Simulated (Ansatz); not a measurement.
# AlCu2: the cost of one run

Method: DFT PBE, scalar-relativistic, plane waves, PAW, in Ansatz 0.2.0.

### 1 The structure to begin with

The structure is hexagonal, space group P-6m2 (No. 187). The conventional cell has a = 2.710 Å, b = 2.710 Å, c = 12.947 Å, α = 90.00°, β = 90.00°, γ = 120.00°. Al (site symmetry 3m) is surrounded by 6 Cu at 2.67 Å and 6 Al at 2.71 Å. Cu (site symmetry -6m2) has 12 Cu at 2.67 to 2.71 Å as nearest neighbours. Cu (site symmetry -6m2) is surrounded by 6 Al at 2.67 Å and 6 Cu at 2.71 Å. Cu (site symmetry 3m) is surrounded by 3 Al at 2.67 Å and 9 Cu at 2.67 to 2.71 Å.

As a file:

```cif
data_structure
_symmetry_space_group_name_H-M 'P 1'
_symmetry_Int_Tables_number 1
_cell_length_a 2.7100
_cell_length_b 2.7100
_cell_length_c 12.9470
_cell_angle_alpha 90.000
_cell_angle_beta 90.000
_cell_angle_gamma 120.000
_cell_volume 82.34
loop_
_atom_site_label
_atom_site_type_symbol
_atom_site_fract_x
_atom_site_fract_y
_atom_site_fract_z
_atom_site_occupancy
Al1 Al 0.33333 0.66667 0.83333 1
Al2 Al 0.33333 0.66667 0.16667 1
Cu1 Cu 0.33333 0.66667 0.50000 1
Cu2 Cu 0.66667 0.33333 0.00000 1
Cu3 Cu 0.66667 0.33333 0.33333 1
Cu4 Cu 0.66667 0.33333 0.66667 1
```

The start is an ordering of an alloy on its end members' structure types: elements ordered on the sites of the Zr type, Cu/Al on Zr (P-6m2, No. 187).

### 2 A first look at the guess

The input, input.yaml:

```yaml
crystal:
  lattice:
    - [2.709979, 0.0, 0.0]
    - [-1.3549895, 2.34691066, 0.0]
    - [0.0, 0.0, 12.94703191]
  atoms:
    - { symbol: Al, position: [0.33333333, 0.66666667, 0.83333333] }
    - { symbol: Al, position: [0.33333333, 0.66666667, 0.16666667] }
    - { symbol: Cu, position: [0.33333333, 0.66666667, 0.5] }
    - { symbol: Cu, position: [0.66666667, 0.33333333, 0.0] }
    - { symbol: Cu, position: [0.66666667, 0.33333333, 0.33333333] }
    - { symbol: Cu, position: [0.66666667, 0.33333333, 0.66666667] }
basis:
  ecutwfc: 420
kpoints:
  mp_grid: { grid: [6, 6, 2] }
hamiltonian:
  xc: pbe
scf:
  occupations: { method: gaussian, width: 0.1 }
  lower_state_search: "off"
output:
  forces: true
  stress: true
  eigenvalues: true
```

On the command line:

```
$ ansatz run input.yaml --threads 1 --pin off --max-ram 2560MiB --backend cpu --events-out ev --progress --plain --runs-dir out
```

**Question.** How long does this run take on 1 thread of Intel Xeon 6975P-C (Granite Rapids), shared host, and how much memory does it need?

About 2.2 s, with a peak of 0.39 GiB.
